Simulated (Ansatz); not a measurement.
**CuS (element-swapped structure): how the settings move a single-point run**

Question: which choices in the input matter for CuS (element-swapped structure)?

Computed with Ansatz 0.2.0 (reference: DFT r2SCAN, plane waves, PAW, scalar-relativistic, no spin polarisation, unless a step's input says otherwise).

### 1 The system as given

The structure is orthorhombic, space group Pnma (No. 62). The conventional cell has a = 10.318 Å, b = 3.703 Å, c = 3.810 Å, α = 90.00°, β = 90.00°, γ = 90.00°. S (site symmetry m) has 3 Cu at 2.35 to 2.52 Å as nearest neighbours. Cu (site symmetry m) has 3 S at 2.35 to 2.52 Å as nearest neighbours.

Coordinates:

```cif
data_structure
_symmetry_space_group_name_H-M 'P 1'
_symmetry_Int_Tables_number 1
_cell_length_a 3.8104
_cell_length_b 10.3179
_cell_length_c 3.7027
_cell_angle_alpha 90.000
_cell_angle_beta 90.000
_cell_angle_gamma 90.000
_cell_volume 145.57
loop_
_atom_site_label
_atom_site_type_symbol
_atom_site_fract_x
_atom_site_fract_y
_atom_site_fract_z
_atom_site_occupancy
S1 S 0.48100 0.84990 0.25000 1
S2 S 0.51900 0.15010 0.75000 1
S3 S 0.98100 0.65010 0.75000 1
S4 S 0.01900 0.34990 0.25000 1
Cu1 Cu 0.07650 0.12320 0.25000 1
Cu2 Cu 0.92350 0.87680 0.75000 1
Cu3 Cu 0.57650 0.37680 0.75000 1
Cu4 Cu 0.42350 0.62320 0.25000 1
```

### 2 Reference

input.yaml reads:

```yaml
crystal:
  lattice:
    - [3.81039752, 0.0, 0.0]
    - [0.0, 10.3179423, 0.0]
    - [0.0, 0.0, 3.70269255]
  atoms:
    - { symbol: S, position: [0.481, 0.8499, 0.25] }
    - { symbol: S, position: [0.519, 0.1501, 0.75] }
    - { symbol: S, position: [0.981, 0.6501, 0.75] }
    - { symbol: S, position: [0.019, 0.3499, 0.25] }
    - { symbol: Cu, position: [0.0765, 0.1232, 0.25] }
    - { symbol: Cu, position: [0.9235, 0.8768, 0.75] }
    - { symbol: Cu, position: [0.5765, 0.3768, 0.75] }
    - { symbol: Cu, position: [0.4235, 0.6232, 0.25] }
  symmetry: { tolerance: 0.0003 }
kpoints:
  mp_grid: { grid: [5, 2, 5], shift: [0, 0, 0] }
magnetization:
  spin_polarized: false
scf:
  occupations: { method: fermi_dirac }
hamiltonian:
  pseudopotentials: { kind: paw }
  xc: r2scan
basis:
  ecutwfc: 500
output:
  forces: true
  stress: true
  eigenvalues: true
```

Command:

```sh
$ ansatz run input.yaml --threads 1 --pin off --max-ram 2560MiB --backend cpu --events-out ev --progress --plain --runs-dir out
```

The program printed, shortened:

```text
Warning: RAYON_NUM_THREADS=1 ignored (pool sized by the plan → 1); use --threads N
[...]
Pseudopotentials: kind: paw
Pseudopotential: S, paw, valence charge 6, recommended cutoff 500 eV (meta_gga), S.paw.azcp
Pseudopotential: Cu, paw, valence charge 19, recommended cutoff 500 eV (meta_gga), Cu.paw.azcp
Functional definition: r2SCAN
[...]
Crystal: 8 atoms, lattice volume = 145.573 Å³
Basis set: ecut = 500 eV, 3681 PW (Γ), exchange–correlation on 120×320×120 points (64 copies of the dense FFT grid, shifted against one another)
Bands: 60, of which v1, the nominal top of the filled ones, is band 50 counted from 1 (49 counted from 0)
Symmetry: 8 space group operations
Space group: Pnma (ITA 62), of the structure as read, at distance tolerance 1.6e-3 Å
k-points: 18 of 50
[...]
SCF iter   1: F=—  HF=-30146.514008 eV  |F-HF|=—  |Δ(HF+E_count)|=         —  Δρ=3.22e-2  dr2=9.37e-1  dr2_τ=1.43e-2  ethr=1.77e-3  ⟨swp⟩=5.9  Hψ=3991  notcnv=0  defer=25
[...]
SCF iter   9: F=-30146.411570 eV  HF=-30146.411570 eV  |F-HF|=7.98e-9  |Δ(HF+E_count)|=   5.95e-8  Δρ=3.15e-6  dr2=2.79e-8  dr2_τ=4.19e-10  ethr=1.00e-10  ⟨swp⟩=9.5  Hψ=4550  notcnv=0
[...]
SCF converged after 9 iterations
Free energy (F): -30146.411570 eV
[...]
E sigma→0 (E₀):  -30146.301606 eV
Entropy (-TS):   -0.219929 eV (-27.491 meV/atom)
Fermi energy:    7.769930 eV
[...]
--- Forces (eV/Å), atoms counted from 1 ---
  atom   1  S      0.04086852     0.54676016    -0.00000000
  atom   2  S     -0.04086852    -0.54676016     0.00000000
  atom   3  S      0.04086852    -0.54676016    -0.00000000
  atom   4  S     -0.04086852     0.54676016     0.00000000
  atom   5  Cu     0.25146522     0.50660299     0.00000000
  atom   6  Cu    -0.25146522    -0.50660299    -0.00000000
  atom   7  Cu     0.25146522    -0.50660299     0.00000000
  atom   8  Cu    -0.25146522     0.50660299    -0.00000000
[...]
--- Stress (GPa, compression-positive) ---
      -15.314821      -0.000000       0.000000
       -0.000000      -8.234663      -0.000000
        0.000000      -0.000000     -13.253166
  P = ⅓ Tr σ = -12.2676 GPa (-122.676 kbar)
--- Band table (eV; the first three rows and the last of 18) ---
[...]
```

Wall time 53 s (1 thread of Arm Neoverse N1, shared host); peak memory 0.76 GiB.

### 3 Changed: mixing.algorithm msr1, mixing.beta 0.2, mixing.ndim 16

Changes to input.yaml since step 2:

```diff
@@ -21,2 +21,3 @@
   occupations: { method: fermi_dirac }
+  mixing: { algorithm: msr1, beta: 0.2, ndim: 16 }
 hamiltonian:
```

Command:

```sh
$ ansatz run input.yaml --threads 1 --pin off --max-ram 2560MiB --backend cpu --events-out ev --progress --plain --runs-dir out
```

The program printed, shortened:

```text
Warning: RAYON_NUM_THREADS=1 ignored (pool sized by the plan → 1); use --threads N
[...]
Pseudopotentials: kind: paw
Pseudopotential: S, paw, valence charge 6, recommended cutoff 500 eV (meta_gga), S.paw.azcp
Pseudopotential: Cu, paw, valence charge 19, recommended cutoff 500 eV (meta_gga), Cu.paw.azcp
Functional definition: r2SCAN
[...]
Crystal: 8 atoms, lattice volume = 145.573 Å³
Basis set: ecut = 500 eV, 3681 PW (Γ), exchange–correlation on 120×320×120 points (64 copies of the dense FFT grid, shifted against one another)
Bands: 60, of which v1, the nominal top of the filled ones, is band 50 counted from 1 (49 counted from 0)
Symmetry: 8 space group operations
Space group: Pnma (ITA 62), of the structure as read, at distance tolerance 1.6e-3 Å
k-points: 18 of 50
[...]
SCF converged after 9 iterations
Free energy (F): -30146.411570 eV
[...]
E sigma→0 (E₀):  -30146.301607 eV
Entropy (-TS):   -0.219927 eV (-27.491 meV/atom)
Fermi energy:    7.769950 eV
[...]
--- Forces (eV/Å), atoms counted from 1 ---
  atom   1  S      0.04084511     0.54676076    -0.00000000
  atom   2  S     -0.04084511    -0.54676076     0.00000000
  atom   3  S      0.04084511    -0.54676076    -0.00000000
  atom   4  S     -0.04084511     0.54676076     0.00000000
  atom   5  Cu     0.25144755     0.50658839     0.00000000
  atom   6  Cu    -0.25144755    -0.50658839    -0.00000000
  atom   7  Cu     0.25144755    -0.50658839     0.00000000
  atom   8  Cu    -0.25144755     0.50658839    -0.00000000
[...]
--- Stress (GPa, compression-positive) ---
      -15.314734       0.000000       0.000000
        0.000000      -8.234782       0.000000
        0.000000       0.000000     -13.253074
  P = ⅓ Tr σ = -12.2675 GPa (-122.675 kbar)
--- Band table (eV; the first three rows and the last of 18) ---
[...]
```

Run time: 53 s. Hardware: 1 thread of Arm Neoverse N1, shared host; peak memory 0.77 GiB.

Energy and cycle count are those of the reference, so the change (mixing) left the result and the number of cycles as they were.

### 4 Changed: chi_scale 0.3, preconditioner kerker_dos, ecutwfc 51.4 Ry

Changes to input.yaml since step 2:

```diff
@@ -21,2 +21,4 @@
   occupations: { method: fermi_dirac }
+  initial_density: { chi_scale: 0.3 }
+  mixing: { preconditioner: kerker_dos }
 hamiltonian:
@@ -25,3 +27,3 @@
 basis:
-  ecutwfc: 500
+  ecutwfc: "51.4 Ry"
 output:
```

Command:

```sh
$ ansatz run input.yaml --threads 1 --pin off --max-ram 2560MiB --backend cpu --events-out ev --progress --plain --runs-dir out
```

The program printed, shortened:

```text
Warning: RAYON_NUM_THREADS=1 ignored (pool sized by the plan → 1); use --threads N
[...]
Pseudopotentials: kind: paw
Pseudopotential: S, paw, valence charge 6, recommended cutoff 500 eV (meta_gga), S.paw.azcp
Pseudopotential: Cu, paw, valence charge 19, recommended cutoff 500 eV (meta_gga), Cu.paw.azcp
Functional definition: r2SCAN
[...]
Crystal: 8 atoms, lattice volume = 145.573 Å³
Basis set: ecut = 699.3326265218916 eV, 6091 PW (Γ), exchange–correlation on 144×360×128 points (64 copies of the dense FFT grid, shifted against one another)
Bands: 60, of which v1, the nominal top of the filled ones, is band 50 counted from 1 (49 counted from 0)
Symmetry: 8 space group operations
Space group: Pnma (ITA 62), of the structure as read, at distance tolerance 1.6e-3 Å
k-points: 18 of 50
[...]
SCF converged after 12 iterations
Free energy (F): -30146.420240 eV
[...]
E sigma→0 (E₀):  -30146.310277 eV
Entropy (-TS):   -0.219925 eV (-27.491 meV/atom)
Fermi energy:    7.769735 eV
[...]
--- Forces (eV/Å), atoms counted from 1 ---
  atom   1  S      0.04050599     0.54640292    -0.00000000
  atom   2  S     -0.04050599    -0.54640292     0.00000000
  atom   3  S      0.04050599    -0.54640292    -0.00000000
  atom   4  S     -0.04050599     0.54640292     0.00000000
  atom   5  Cu     0.25108504     0.50646599     0.00000000
  atom   6  Cu    -0.25108504    -0.50646599    -0.00000000
  atom   7  Cu     0.25108504    -0.50646599     0.00000000
  atom   8  Cu    -0.25108504     0.50646599    -0.00000000
[...]
--- Stress (GPa, compression-positive) ---
      -15.312090       0.000000       0.000000
        0.000000      -8.237411      -0.000000
        0.000000      -0.000000     -13.249152
  P = ⅓ Tr σ = -12.2662 GPa (-122.662 kbar)
--- Band table (eV; the first three rows and the last of 18) ---
[...]
```

Run time: 85 s. Hardware: 1 thread of Arm Neoverse N1, shared host; peak memory 0.99 GiB.

Changing the start, mixing and cutoff moves the energy by -1.1 meV/atom. More plane waves (699.333 against 500 eV) lower the energy, so the reference carries about that much basis error. Cost: 12 SCF cycles against 9, 85 s against 53 s.

### 5 Changing settings: mp_grid.shift [0.5, 0.5, 0.5], occupations.width 0.1

Changes to input.yaml since step 2:

```diff
@@ -16,3 +16,3 @@
 kpoints:
-  mp_grid: { grid: [5, 2, 5], shift: [0, 0, 0] }
+  mp_grid: { grid: [5, 2, 5], shift: [0.5, 0.5, 0.5] }
 magnetization:
@@ -20,3 +20,3 @@
 scf:
-  occupations: { method: fermi_dirac }
+  occupations: { method: fermi_dirac, width: 0.1 }
 hamiltonian:
```

Command:

```sh
$ ansatz run input.yaml --threads 1 --pin off --max-ram 2560MiB --backend cpu --events-out ev --progress --plain --runs-dir out
```

The program printed, shortened:

```text
Warning: RAYON_NUM_THREADS=1 ignored (pool sized by the plan → 1); use --threads N
[...]
Pseudopotentials: kind: paw
Pseudopotential: S, paw, valence charge 6, recommended cutoff 500 eV (meta_gga), S.paw.azcp
Pseudopotential: Cu, paw, valence charge 19, recommended cutoff 500 eV (meta_gga), Cu.paw.azcp
Functional definition: r2SCAN
[...]
Crystal: 8 atoms, lattice volume = 145.573 Å³
Basis set: ecut = 500 eV, 3681 PW (Γ), exchange–correlation on 120×320×120 points (64 copies of the dense FFT grid, shifted against one another)
Bands: 60, of which v1, the nominal top of the filled ones, is band 50 counted from 1 (49 counted from 0)
Symmetry: 8 space group operations
Space group: Pnma (ITA 62), of the structure as read, at distance tolerance 1.6e-3 Å
k-points: 9 of 50
[...]
SCF converged after 9 iterations
Free energy (F): -30146.313942 eV
[...]
E sigma→0 (E₀):  -30146.177992 eV
Entropy (-TS):   -0.271900 eV (-33.987 meV/atom)
Fermi energy:    7.777105 eV
[...]
--- Forces (eV/Å), atoms counted from 1 ---
  atom   1  S      0.04090145     0.51992721    -0.00000000
  atom   2  S     -0.04090145    -0.51992721     0.00000000
  atom   3  S      0.04090145    -0.51992721    -0.00000000
  atom   4  S     -0.04090145     0.51992721     0.00000000
  atom   5  Cu     0.25145316     0.50715063     0.00000000
  atom   6  Cu    -0.25145316    -0.50715063    -0.00000000
  atom   7  Cu     0.25145316    -0.50715063     0.00000000
  atom   8  Cu    -0.25145316     0.50715063    -0.00000000
[...]
--- Stress (GPa, compression-positive) ---
      -14.906223       0.000000       0.000000
        0.000000      -8.518748       0.000000
        0.000000       0.000000     -12.590977
  P = ⅓ Tr σ = -12.0053 GPa (-120.053 kbar)
--- Band table (eV; the first three rows and the last of 9) ---
[...]
```

Wall time 31 s (1 thread of Arm Neoverse N1, shared host); peak memory 0.73 GiB.

Changing the k-point mesh and smearing moves the energy by +15.5 meV/atom (σ→0 values). More than one kind of setting changed, and this run alone doesn't tell their shares apart. Cost: 31 s against 53 s.

### 6 Changed: chi_scale 0.0, ecutwfc 400 eV

Changes to input.yaml since step 2:

```diff
@@ -21,2 +21,3 @@
   occupations: { method: fermi_dirac }
+  initial_density: { chi_scale: 0.0 }
 hamiltonian:
@@ -25,3 +26,3 @@
 basis:
-  ecutwfc: 500
+  ecutwfc: "400 eV"
 output:
```

Command:

```sh
$ ansatz run input.yaml --threads 1 --pin off --max-ram 2560MiB --backend cpu --events-out ev --progress --plain --runs-dir out
```

The program printed, shortened:

```text
Warning: basis.ecutwfc = 400 eV is below the records' recommended 500 eV, and the density's cutoff is lower with it unless basis.ecutrho_ratio is high enough to keep the records' density cutoff: compare with a run at a higher cutoff
Warning: RAYON_NUM_THREADS=1 ignored (pool sized by the plan → 1); use --threads N
[...]
Pseudopotentials: kind: paw
Pseudopotential: S, paw, valence charge 6, recommended cutoff 500 eV (meta_gga), S.paw.azcp
Pseudopotential: Cu, paw, valence charge 19, recommended cutoff 500 eV (meta_gga), Cu.paw.azcp
Functional definition: r2SCAN
[...]
Crystal: 8 atoms, lattice volume = 145.573 Å³
Basis set: ecut = 400 eV, 2625 PW (Γ), exchange–correlation on 100×288×100 points (64 copies of the dense FFT grid, shifted against one another)
Bands: 60, of which v1, the nominal top of the filled ones, is band 50 counted from 1 (49 counted from 0)
Symmetry: 8 space group operations
Space group: Pnma (ITA 62), of the structure as read, at distance tolerance 1.6e-3 Å
k-points: 18 of 50
[...]
SCF iter  11: F=-30146.385750 eV  HF=-30146.385750 eV  |F-HF|=5.35e-9  |Δ(HF+E_count)|=   1.07e-8  Δρ=3.01e-6  dr2=1.29e-8  dr2_τ=1.58e-10  ethr=1.00e-10  ⟨swp⟩=10.9  Hψ=4636  notcnv=0
[...]
SCF converged after 11 iterations
Free energy (F): -30146.385750 eV
[...]
E sigma→0 (E₀):  -30146.275798 eV
Entropy (-TS):   -0.219904 eV (-27.488 meV/atom)
Fermi energy:    7.772320 eV
[...]
--- Forces (eV/Å), atoms counted from 1 ---
  atom   1  S      0.04028628     0.54698622    -0.00000000
  atom   2  S     -0.04028628    -0.54698622     0.00000000
  atom   3  S      0.04028628    -0.54698622    -0.00000000
  atom   4  S     -0.04028628     0.54698622     0.00000000
  atom   5  Cu     0.25076777     0.50652043     0.00000000
  atom   6  Cu    -0.25076777    -0.50652043    -0.00000000
  atom   7  Cu     0.25076777    -0.50652043     0.00000000
  atom   8  Cu    -0.25076777     0.50652043    -0.00000000
[...]
--- Stress (GPa, compression-positive) ---
      -15.314386      -0.000000       0.000000
       -0.000000      -8.221858      -0.000000
        0.000000      -0.000000     -13.252711
  P = ⅓ Tr σ = -12.2630 GPa (-122.630 kbar)
--- Band table (eV; the first three rows and the last of 18) ---
[...]
```

Run time: 48 s. Hardware: 1 thread of Arm Neoverse N1, shared host; peak memory 0.59 GiB.

Changing the start and cutoff moves the energy by +3.2 meV/atom. The lower cutoff gives the higher energy: the smaller basis describes the state less well. The log warns that the cutoff is under what these potentials recommend, so the shift is basis error.

### 7 Comparison

| run | ending | energy change | pressure (GPa) | gap (eV) | force (eV/Å) | cycles | time |
| --- | --- | --- | --- | --- | --- | --- | --- |
| reference | converged | 0 | -12.3 | 0.00 | 0.57 | 9 | 53 s |
| 1: mixing.algorithm msr1, mixing.beta 0.2, mixing.ndim 16 | converged | 0.0 meV/atom | -12.3 | 0.00 | 0.57 | 9 | 53 s |
| 2: chi_scale 0.3, preconditioner kerker_dos, ecutwfc 51.4 Ry | converged | -1.1 meV/atom | -12.3 | 0.00 | 0.57 | 12 | 85 s |
| 3: mp_grid.shift [0.5, 0.5, 0.5], occupations.width 0.1 | converged | +15.5 meV/atom (σ→0) | -12.0 | 0.00 | 0.57 | 9 | 31 s |
| 4: chi_scale 0.0, ecutwfc 400 eV | converged | +3.2 meV/atom | -12.3 | 0.00 | 0.57 | 11 | 48 s |

Residual by cycle in the longest SCF loop of each run; runs are numbered as in the table. The quantity is the density residual dr2, in eV.

| cycle | reference | run 1 | run 2 | run 3 | run 4 |
| --- | --- | --- | --- | --- | --- |
| 1 | 0.937 | 0.937 | 31 | 0.847 | 32.4 |
| 2 | 0.522 | 0.105 | 5.47 | 0.479 | 10.5 |
| 3 | 0.0439 | 0.0315 | 3.23 | 0.0423 | 1.8 |
| 4 | 0.0034 | 0.0037 | 0.816 | 0.00373 | 0.159 |
| 5 | 4.8e-4 | 0.00126 | 0.177 | 6.8e-4 | 0.0161 |
| 6 | 3.6e-5 | 1.9e-4 | 0.379 | 4.8e-5 | 0.00272 |
| 7 | 4.3e-6 | 1.6e-5 | 0.0914 | 5.9e-6 | 4.6e-4 |
| 8 | 4.9e-7 | 1.5e-6 | 0.00109 | 7.3e-7 | 3.3e-5 |
| 9 | 2.8e-8 | 8.9e-8 | 1.3e-5 | 3.5e-8 | 1.3e-6 |
| 10 | - | - | 1.7e-6 | - | 2.3e-7 |
| 11 | - | - | 1.9e-7 | - | 1.3e-8 |
| 12 | - | - | 4.2e-8 | - | - |

**Reading.** Run 4 ran under the cutoff that the potentials recommend, as the log warns, so basis error is mixed into its values. Of the variants the dearest is «chi_scale 0.3, preconditioner kerker_dos, ecutwfc 51.4 Ry» (85 s), the cheapest «mp_grid.shift [0.5, 0.5, 0.5], occupations.width 0.1» (31 s), on a shared host. The structure is not at rest: the sound run finds -12 GPa, so these are no properties of the relaxed crystal. 

The reference is no final answer either: its mesh is coarse for a cell with so small a gap or none; the structure is made up and not relaxed.
